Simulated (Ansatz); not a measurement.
The same calculation of CH₆OSn, SMILES C[O][SnH3] as a Python script and as an input file (Ansatz 0.2.0, Python API).

`run_deck.py`:
```python
import ansatz

deck = {
    "crystal": {
        "periodic": [False, False, False],
        "atoms": [
            {"symbol": "C", "position_ang": [-0.4919, 0.8443, -0.9446]},
            {"symbol": "O", "position_ang": [-0.8883, -0.4107, -0.5545]},
            {"symbol": "Sn", "position_ang": [0.3701, -0.9469, 0.8541]},
            {"symbol": "H", "position_ang": [-1.1702, 1.225, -1.7533]},
            {"symbol": "H", "position_ang": [0.4889, 0.9042, -1.3989]},
            {"symbol": "H", "position_ang": [-0.6286, 1.6185, -0.1096]},
            {"symbol": "H", "position_ang": [2.0569, -0.9129, 0.227]},
            {"symbol": "H", "position_ang": [0.061, -2.5506, 1.4073]},
            {"symbol": "H", "position_ang": [0.2906, 0.1827, 2.2554]},
        ],
    },
    "basis": {"gaussian": {"orbitals": "def2-SVP"}},
    "correlation": {"method": "mp2", "electrons": "outside_noble_gas"},
}
session = ansatz.Session.from_dict(deck)
r = session.plan(threads=1).execute().report

print(f"E = {r['free_energy_ev']:.6f} eV = {r['free_energy_ev'] / 27.211386246:.7f} Ha")
print("converged:", r["converged"], " doubts:", r["published_state_doubts"] or "none")
symbols = ["C", "O", "Sn", "H", "H", "H", "H", "H", "H"]
parts = r["correlation"]
for name in ("random_phase", "coupled_cluster", "perturbative"):
    if name in parts:
        print(f"{name:16s} {parts[name]['energy']['hartree']:12.7f} Ha")
if "second_order" in parts:
    pair = parts["second_order"]
    print(f"MP2 same spin {pair['same_spin']['hartree']:.7f} Ha, opposite spin {pair['opposite_spin']['hartree']:.7f} Ha")
```

Output of `python run_deck.py`:
```text
E = -8975.805127 eV = -329.8547544 Ha
converged: True  doubts: none
MP2 same spin -0.0927894 Ha, opposite spin -0.3353553 Ha
```

`input.yaml`:
```yaml
crystal:
  periodic: [false, false, false]
  atoms:
    - { symbol: C, position_ang: [-0.4919, 0.8443, -0.9446] }
    - { symbol: O, position_ang: [-0.8883, -0.4107, -0.5545] }
    - { symbol: Sn, position_ang: [0.3701, -0.9469, 0.8541] }
    - { symbol: H, position_ang: [-1.1702, 1.225, -1.7533] }
    - { symbol: H, position_ang: [0.4889, 0.9042, -1.3989] }
    - { symbol: H, position_ang: [-0.6286, 1.6185, -0.1096] }
    - { symbol: H, position_ang: [2.0569, -0.9129, 0.227] }
    - { symbol: H, position_ang: [0.061, -2.5506, 1.4073] }
    - { symbol: H, position_ang: [0.2906, 0.1827, 2.2554] }
basis:
  gaussian: { orbitals: def2-SVP }
correlation:
  method: mp2
  electrons: outside_noble_gas
```

Launched from the shell:
```console
$ ansatz run input.yaml --threads 1 --pin off --max-ram 4096MiB --backend cpu --events-out ev --progress --plain --runs-dir out
Engine: ansatz 0.2.0, aarch64-unknown-linux-gnu
Functional definition: HF
  exchange = exact_x
  correlation = 0
926 factors; integrals over basis functions are off by at most 1.4e-3 eV
mean field evaluation 1: about -8961.7402 eV, gradient 3.1e1 eV
mean field evaluation 2: about -8961.8462 eV, gradient 3.1e1 eV
mean field evaluation 4: about -8964.1209 eV, gradient 3.0e0 eV
mean field evaluation 8: about -8964.1546 eV, gradient 1.4e-1 eV
mean field -8964.15471500 eV, -329.4266096541 hartree, gradient 9.6e-7 eV, S^2 0.000000; 0 other end points of the search recorded, 0 dependent functions left out
11 core orbitals not correlated: weight in the atoms' cores, before any rotation towards them, 0.672 or more for the frozen orbitals, at most 0.323 for the correlated occupied ones
reference -8964.15471500 eV, -329.4266096541 hartree; 10, 10 occupied and 63, 63 virtual orbitals, 926 factors
second order -11.65041188 eV of doubles, -0.00000000 eV of singles
Total energy: -8975.80512689 eV, -329.8547543939 hartree
```

Notes:
- The settings weren't tested for convergence.
- The geometry is a force-field or estimated start, not a minimum of this method, and the basis set is short of its limit.
- def2 sets replace the cores of elements past krypton by effective core potentials.
- Run time: 1.3 s on 1 thread of Arm Neoverse V1 (shared host), peak memory 0.18 GiB.

(Lines on the test bed's own set-up are left out of the output.)
